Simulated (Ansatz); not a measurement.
# CH6BP, SMILES CBP: an atomisation energy

Run with Ansatz 0.2.0 through its Python package.

The script reads `ch6bp.xyz`:
```text
9

C    -0.64710    0.90120   -0.73260
B     0.37830   -0.06850   -0.17060
P    -0.06010   -1.13130    1.37020
H    -1.53480    0.39900   -1.04060
H    -0.28010    1.45910   -1.65050
H    -0.95310    1.71050    0.03180
H     1.46380   -0.16550   -0.68780
H     0.49040   -2.34750    0.77450
H     1.23130   -0.80320    2.08840
```

`ch6bp_tae.py`:
```python
"""Energy to split CH6BP into its atoms."""

from collections import Counter

import ansatz as az


def energy(molecule, charge=0, unpaired=0):
    calc = molecule.calculation().basis(gaussian="def2-SVP").correlation("CCSD(T)")
    if charge:
        calc = calc.charge(charge)
    if unpaired:
        calc = calc.spin("collinear", total=unpaired)
    report = calc.run(threads=1).report
    if report["published_state_doubts"]:
        print("  doubts:", report["published_state_doubts"])
    return report["free_energy_ev"]


def main() -> None:
    geometry = az.Crystal.molecule_from_extxyz("ch6bp.xyz")

    # unpaired electrons of the ground-state atoms
    unpaired = {"C": 2, "B": 1, "P": 3, "H": 1}
    counts = Counter(site.symbol for site in geometry.cartesian_sites)
    atom_energy = {s: energy(az.Crystal.molecule().atom(s, (0, 0, 0)), 0, unpaired[s]) for s in counts}
    whole = energy(geometry, 0, 0)
    for s, e in atom_energy.items():
        print(f"{s:2s} x{counts[s]}  {e:14.5f} eV")
    print(f"CH6BP: {whole:.5f} eV")
    split = sum(counts[s] * e for s, e in atom_energy.items()) - whole
    print(f"atomisation energy (no zero-point term): {split:.3f} eV, {split / sum(counts.values()):.3f} eV an atom")


if __name__ == "__main__":
    main()
```

```console
$ python ch6bp_tae.py
C  x1     -1026.28847 eV
B  x1      -668.26546 eV
P  x1     -9270.29137 eV
H  x6       -13.58606 eV
CH6BP: -11075.49965 eV
atomisation energy (no zero-point term): 29.138 eV, 3.238 eV an atom
```

29.138 eV from the electronic energies, without the zero-point term.

What to keep in mind:
- Total energies depend on the basis set; only differences at equal settings carry meaning.
- The geometry is a force-field or estimated start, not a minimum of this method, and the basis set is short of its limit. All parts are taken at fixed geometry, without zero-point energy.
- In double-zeta sets correlated atomisation energies come out some 10 to 15 % low.
- Hardware and time: 5.1 s on 1 thread of Intel(R) Xeon(R) Platinum 8259CL CPU @ 2.50GHz (Skylake/Cascade Lake), on a shared host, peak memory 0.27 GiB.
